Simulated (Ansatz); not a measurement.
The system is Hf2Pd2Se2Br2O3.

```xyz
11
Lattice="3.7261 0.0000 0.0000 -1.8631 3.2269 0.0000 0.0000 0.0000 17.0087" Properties=species:S:1:pos:R:3 pbc="T T T"
Hf    1.8631    1.0756   15.8835
Hf    0.0000    2.1513    1.1251
Pd    0.0000    0.0000    5.1533
Pd    0.0000    0.0000   11.8554
Se    0.0000    2.1513    3.8523
Se    1.8631    1.0756   13.1564
Br    1.8631    1.0756    6.7800
Br    0.0000    2.1513   10.2287
O     0.0000    2.1513   15.7652
O     1.8631    1.0756    1.2435
O     0.0000    0.0000    0.0000
```

The cell was built by a generator and needn't be a form met in nature.

Base run:

| Property | Result |
| --- | --- |
| Program | Ansatz 0.2.0 |
| Functional | PBE |
| Potentials or basis | Ansatz NC |
| Cutoff | 1240 eV |
| Density cutoff | 4960 eV |
| k mesh | 8 × 8 × 2 |
| Occupations | fermi-dirac, width 0.05 eV |
| Spin | no spin polarisation |

Its results: band gap on the k mesh none (metal or under the smearing width); pressure 0.0 GPa; largest force 0.037 eV/Å.

The run is repeated on the same cell with these changes: potentials or basis from Ansatz NC to JTH PAW; cutoff from 1240 eV to 1380 eV; density cutoff from 4960 eV to 8280 eV; valence electrons from 152 to 104. What comes out?

Band gap on the k mesh none (metal or under the smearing width); pressure -0.6 GPa; largest force 0.171 eV/Å.

Caveats: this functional lacks dispersion, which binds the layers, so the pressure and a relaxed spacing across them are unreliable.

Not every run made on this cell is shown here.
